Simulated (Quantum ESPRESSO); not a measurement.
An input for Quantum ESPRESSO 7.5 (O2ZnH2):

Contents of pw.in:

```
&CONTROL
  calculation = 'scf'
  prefix = 'pwscf'
  outdir = './tmp'
  pseudo_dir = './pseudo'
  tprnfor = .true.
  disk_io = 'low'
/
&SYSTEM
  ibrav = 0
  celldm(1) = 8
  nat = 5
  ntyp = 3
  ecutwfc = 91
  nbnd = 25
  input_dft = 'revpbe'
  occupations = 'fixed'
  vdw_corr = 'grimme-d3'
  dftd3_version = 5
  assume_isolated = 'mt'
/
&ELECTRONS
  conv_thr = 1d-09
  electron_maxstep = 120
  mixing_beta = 0.5
/
ATOMIC_SPECIES
O     15.9990 O.upf
Zn    65.3800 Zn.upf
H      1.0080 H.upf
CELL_PARAMETERS alat
  2.8345891869387   0.0000000000000   0.0000000000000
  0.0000000000000   2.3621576557822   0.0000000000000
  0.0000000000000   0.0000000000000   3.0708049525169
ATOMIC_POSITIONS crystal
O      0.4465083300    0.4650750000    0.3765230800
Zn     0.5096166700    0.4741950000    0.4990000000
O      0.5754916700    0.4669450000    0.6203000000
H      0.3763916700    0.5104150000    0.3707230800
H      0.6257750000    0.5391250000    0.6345076900
K_POINTS gamma
```

Potentials or basis: Ansatz NC SR PBE.

Command:

```sh
$ OMP_NUM_THREADS=1 pw.x -in pw.in > pw.out
```

Question: How does this run end?

Answer: The run stopped without a result. It printed:

pw.out:

```text
This program is part of the open-source Quantum ESPRESSO suite
     for quantum simulation of materials; please cite
         "P. Giannozzi et al., J. Phys.:Condens. Matter 21 395502 (2009);
         "P. Giannozzi et al., J. Phys.:Condens. Matter 29 465901 (2017);
         "P. Giannozzi et al., J. Chem. Phys. 152 154105 (2020);
     in publications or presentations arising from this work. More details at

     IMPORTANT: XC functional enforced from input :
     Exchange-correlation= REVPBE
                           (   1   4   4   4   0   0   0)
     Any further DFT definition will be discarded
     Please, verify this is what you really want

 program stopped due to: functional name unknown
STOP must stop!
```
